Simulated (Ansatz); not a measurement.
**BGeH₅SSe: one species, many methods**

An exercise on one series of results from a longer session: the logs are not shown, and one member is left open.

Program: Ansatz 0.2.0, Gaussian basis. Level of theory: functionals in def2-TZVPP, the program's frozen cores in correlated methods. These are calculated values, not measurements.

Plan: LDA (SPW92), PBE-D4, revPBE-D4, BLYP-D4, r2SCAN-D4, B97M-V, PBE0-D4, B3LYP-D4, r2SCANh-D4, r2SCAN0-D4, HSE06-D4, BHLYP-D4, CAM-B3LYP-D4, LC-ωPBE, ωB97X-V, ωB97M-V, B2PLYP, PBE-QIDH; CCSD(T)/def2-SVP; CCSD(T)/def2-TZVPP; MP2/def2-QZVPP; extrapolation to the limit; RPA on PBE.

## The relaxed structure

All runs share one geometry, relaxed beforehand with PBE0-D4 in a triple-zeta def2 set.

9 atoms, charge 0, spin multiplicity 1.

Atoms are counted from 1 here; the program's logs count them from 0.

Bond lengths: B1–Ge2 2.049 Å, B1–S3 1.959 Å, B1–H5 1.193 Å, B1–H6 1.196 Å, Ge2–S3 2.471 Å, Ge2–Se4 2.342 Å, Ge2–H7 1.541 Å, S3–H8 1.344 Å, Se4–H9 1.469 Å. Angles: Ge2–B1–S3 76.1°, Ge2–B1–H5 115.5°, Ge2–B1–H6 111.2°, S3–B1–H5 114.8°, S3–B1–H6 108.6°, H5–B1–H6 121.6°, B1–Ge2–S3 50.3°, B1–Ge2–Se4 125.2°, B1–Ge2–H7 127.2°, S3–Ge2–Se4 108.0°, S3–Ge2–H7 100.1°, Se4–Ge2–H7 103.9°, B1–S3–Ge2 53.6°, B1–S3–H8 98.8°, Ge2–S3–H8 91.5°, Ge2–Se4–H9 92.3°.

The first run:

in.yaml

```yaml
crystal:
  periodic: [false, false, false]
  atoms:
    - {symbol: B, position_ang: [-0.286030, -0.772953, -1.112836]}
    - {symbol: Ge, position_ang: [0.099020, 1.021821, -0.201875]}
    - {symbol: S, position_ang: [1.429361, -1.061049, -0.210640]}
    - {symbol: Se, position_ang: [-0.413883, 1.543897, 2.023128]}
    - {symbol: H, position_ang: [-1.199842, -1.392544, -0.661204]}
    - {symbol: H, position_ang: [-0.092346, -0.710906, -2.291019]}
    - {symbol: H, position_ang: [1.192116, 2.040798, -0.577794]}
    - {symbol: H, position_ang: [0.968013, -1.403208, 1.004012]}
    - {symbol: H, position_ang: [-1.607908, 0.687745, 2.011129]}
basis:
  gaussian: {orbitals: def2-TZVPP}
hamiltonian: {xc: lda}
output: {orbitals: {seedname: orbitals}}
```

On the command line:

```
ansatz run in.yaml --threads 4 --pin off --events-out ev --progress --plain --max-ram 10444MiB
```

Among the steps run: LDA; PBE-D4 (GGA); revPBE-D4 (GGA); BLYP-D4 (GGA); r2SCAN-D4 (meta-GGA); B97M-V (meta-GGA); PBE0-D4 (hybrid); B3LYP-D4 (hybrid); r2SCANh-D4 (hybrid); r2SCAN0-D4 (hybrid); HSE06-D4 (hybrid); BHLYP-D4 (hybrid); CAM-B3LYP-D4 (range-separated); LC-ωPBE (range-separated); ωB97X-V (range-separated); ωB97M-V (range-separated); B2PLYP (double hybrid); PBE-QIDH (double hybrid).

One of the session's tables, all rows but one given; the rest of the session is left out.

It belongs to the step «Orbital energies across the functionals». 

| functional | HOMO (eV) | LUMO (eV) | gap (eV) |
| --- | --- | --- | --- |
| LDA (SPW92) | -6.11 | -2.45 | 3.66 |
| PBE-D4 | -5.96 | -2.23 | 3.73 |
| revPBE-D4 | -5.91 | -2.15 | 3.76 |
| BLYP-D4 | -5.79 | -2.11 | 3.68 |
| r2SCAN-D4 | -6.19 | -2.11 | 4.08 |
| B97M-V | -6.24 | -2.08 | 4.16 |
| PBE0-D4 | -6.97 | -1.49 | 5.47 |
| B3LYP-D4 | ? | ? | ? |
| r2SCANh-D4 | -6.56 | -1.84 | 4.72 |
| r2SCAN0-D4 | -7.12 | -1.43 | 5.69 |
| HSE06-D4 | -6.58 | -1.86 | 4.73 |
| BHLYP-D4 | -7.83 | -0.64 | 7.19 |
| CAM-B3LYP-D4 | -8.14 | -0.52 | 7.62 |
| LC-ωPBE | -9.40 | 0.50 | 9.90 |
| ωB97X-V | -9.08 | 0.44 | 9.52 |
| ωB97M-V | -8.95 | 0.32 | 9.26 |

**Question.** Estimate the row for B3LYP-D4.

Worked estimate for «HOMO (eV)». Against the share of exact exchange, BLYP-D4 (0, -5.79), BHLYP-D4 (0.5, -7.83) give a slope of -4.08 per unit share; at 0.2 the line stands at -6.61.

As computed: HOMO (eV): -6.76; LUMO (eV): -1.68; gap (eV): 5.08. In «HOMO (eV)» the line misses by +0.15.
